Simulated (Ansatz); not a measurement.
**CH6BGa: ionisation energy by level of theory**

An exercise on one series of results from a longer session: the logs are not shown, and one member is left open.

The runs use Ansatz 0.2.0, Gaussian basis; unrestricted cation, the program's frozen cores in correlated methods.

Plan: UKS PBE-D4/def2-TZVPP; UKS r2SCAN-D4/def2-TZVPP; UKS PBE0-D4/def2-TZVPP; UKS B3LYP-D4/def2-TZVPP; UKS wB97X-V/def2-TZVPP; UKS wB97M-V/def2-TZVPP; UKS B2PLYP/def2-TZVPP; UHF-CCSD(T)/def2-TZVPP; UHF-MP2/def2-QZVPP; extrapolation to the limit; then −ε(HOMO) from the neutral's earlier runs with LDA (SPW92), PBE-D4, revPBE-D4, BLYP-D4, r2SCAN-D4, B97M-V, PBE0-D4, B3LYP-D4, r2SCANh-D4, r2SCAN0-D4, HSE06-D4, BHLYP-D4, CAM-B3LYP-D4, LC-ωPBE, ωB97X-V, ωB97M-V.

### The geometry

The geometry comes from an earlier relaxation with PBE0-D4 in a triple-zeta def2 set; it is a stationary point, not always the lowest conformer.

SMILES `[BH2][GaH][CH3]`, 9 atoms, charge 0, spin multiplicity 1.

Atoms are counted from 1 here; the program's logs count them from 0.

Bond lengths: B1–Ga2 2.069 Å, B1–H4 1.199 Å, B1–H5 1.199 Å, Ga2–C3 1.976 Å, Ga2–H6 1.583 Å, C3–H7 1.090 Å, C3–H8 1.094 Å, C3–H9 1.093 Å. Angles: Ga2–B1–H4 122.3°, Ga2–B1–H5 122.4°, H4–B1–H5 115.3°, B1–Ga2–C3 125.0°, B1–Ga2–H6 120.0°, C3–Ga2–H6 115.1°, Ga2–C3–H7 113.6°, Ga2–C3–H8 109.1°, Ga2–C3–H9 109.6°, H7–C3–H8 108.6°, H7–C3–H9 108.9°, H8–C3–H9 106.8°.

The first run:

The input, in.yaml:

```yaml
crystal:
  periodic: [false, false, false]
  atoms:
    - {symbol: B, position_ang: [-1.123961, 0.868375, -1.440220]}
    - {symbol: Ga, position_ang: [0.141798, 0.646229, 0.181489]}
    - {symbol: C, position_ang: [0.722990, -1.085896, 0.935277]}
    - {symbol: H, position_ang: [-2.314554, 0.947545, -1.318770]}
    - {symbol: H, position_ang: [-0.718255, 0.934140, -2.567020]}
    - {symbol: H, position_ang: [0.724689, 1.924575, 0.911517]}
    - {symbol: H, position_ang: [0.266486, -1.948339, 0.449762]}
    - {symbol: H, position_ang: [1.810094, -1.169232, 0.844723]}
    - {symbol: H, position_ang: [0.490714, -1.117397, 2.003241]}
basis:
  gaussian: {orbitals: def2-TZVPP}
total_charge: 1
magnetization: {spin_polarized: true, initial_magnetization: 1}
hamiltonian: {xc: pbe, dispersion: d4}
```

Started as:

```sh
$ ansatz run in.yaml --threads 2 --pin off --events-out ev --progress --plain --max-ram 20480MiB --backend cpu
```

Among the steps run: Cation, UKS PBE-D4/def2-TZVPP; Cation, UKS r2SCAN-D4/def2-TZVPP; Cation, UKS PBE0-D4/def2-TZVPP; Cation, UKS B3LYP-D4/def2-TZVPP; Cation, UKS wB97X-V/def2-TZVPP; Cation, UKS wB97M-V/def2-TZVPP; Cation, UKS B2PLYP (frozen core)/def2-TZVPP; Cation, UHF-CCSD(T)/def2-TZVPP; Cation, UHF-MP2/def2-QZVPP.

One table of the session follows, with a row left open; its other results are not shown here.

It belongs to the step «Ionisation energies side by side». For comparison, −ε(HOMO) of the neutral from earlier runs:

```
  functional  −ε(HOMO) (eV)
 LDA (SPW92)           6.25
      PBE-D4           6.14
   revPBE-D4           6.09
     BLYP-D4           6.02
   r2SCAN-D4           6.38
      B97M-V           6.45
     PBE0-D4           7.28
    B3LYP-D4           7.09
  r2SCANh-D4           6.80
  r2SCAN0-D4           7.44
    HSE06-D4           6.89
    BHLYP-D4           8.34
CAM-B3LYP-D4           8.62
     LC-ωPBE           9.97
     ωB97X-V           9.60
     ωB97M-V              ?
```

Q: Estimate the row for ωB97M-V from the others.

As computed: −ε(HOMO) (eV): 9.44. In the column «−ε(HOMO) (eV)» it lies between CAM-B3LYP-D4 (8.62) and ωB97X-V (9.60).
